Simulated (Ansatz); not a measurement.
# Cl₂OSW: basis-set convergence

An exercise on one series of results from a longer session: the logs are not shown, and one member is left open.

The runs use Ansatz 0.2.0, Gaussian basis; one geometry, several basis sets.

Plan: PBE0-D4/def2-SVP; ωB97M-V/def2-SVP; PBE0-D4/def2-QZVPP; ωB97M-V/def2-QZVPP; the functionals' def2-TZVPP values are taken from earlier runs.

## The relaxed structure

The geometry comes from an earlier relaxation with PBE0-D4 in a triple-zeta def2 set; it is a stationary point. W takes the def2 core potential; no spin-orbit term is included.

5 atoms, charge 0, spin multiplicity 1.

Atoms are counted from 1 here; the program's logs count them from 0.

Bond lengths: O1–W2 1.687 Å, W2–S3 2.119 Å, W2–Cl4 2.247 Å, W2–Cl5 2.247 Å. Angles: O1–W2–S3 107.5°, O1–W2–Cl4 108.7°, O1–W2–Cl5 108.7°, S3–W2–Cl4 109.2°, S3–W2–Cl5 109.2°, Cl4–W2–Cl5 113.3°.

Geometry (Å):

```mol
Cl2OSW
  3D, bonds by distance, orders not assigned

  5  4  0  0  0  0  0  0  0  0999 V2000
   -0.4698   -0.4215    1.6418 O   0  0
   -0.0138   -0.0309    0.0649 W   0  0
    1.7335   -1.1412   -0.3862 S   0  0
   -1.6609   -0.6436   -1.3354 Cl  0  0
    0.4608    2.1636   -0.0265 Cl  0  0
  1  2  8  0
  2  3  8  0
  2  4  8  0
  2  5  8  0
M  END
```

Set-up of the first run:

The input, in.yaml:

```yaml
crystal:
  periodic: [false, false, false]
  atoms:
    - {symbol: O, position_ang: [-0.469761, -0.421466, 1.641792]}
    - {symbol: W, position_ang: [-0.013796, -0.030891, 0.064945]}
    - {symbol: S, position_ang: [1.733502, -1.141200, -0.386199]}
    - {symbol: Cl, position_ang: [-1.660890, -0.643605, -1.335391]}
    - {symbol: Cl, position_ang: [0.460844, 2.163563, -0.026547]}
basis:
  gaussian: {orbitals: def2-SVP}
hamiltonian: {xc: pbe0, dispersion: d4}
output: {orbitals: {seedname: orbitals}}
```

The run is started by

```console
ansatz run in.yaml --threads 4 --pin off --events-out ev --progress --plain --max-ram 10444MiB
```

Steps of the session up to this table: PBE0-D4 in def2-SVP; ωB97M-V in def2-SVP; PBE0-D4 in def2-QZVPP; ωB97M-V in def2-QZVPP.

One table of the session follows, with a row left open; its other results are not shown here.

It belongs to the step «Density functionals: the series». 

```
functional       basis  HOMO (eV)  LUMO (eV)
   PBE0-D4    def2-SVP      -8.31      -3.49
   PBE0-D4  def2-TZVPP          ?          ?
   PBE0-D4  def2-QZVPP      -8.24      -3.51
   ωB97M-V    def2-SVP     -10.38      -1.44
   ωB97M-V  def2-TZVPP     -10.33      -1.48
   ωB97M-V  def2-QZVPP     -10.35      -1.51
```

Q: Estimate the row for PBE0-D4, def2-TZVPP from the others.

**Answer.** HOMO (eV): -8.23; LUMO (eV): -3.49. In the column «HOMO (eV)» it is the highest.
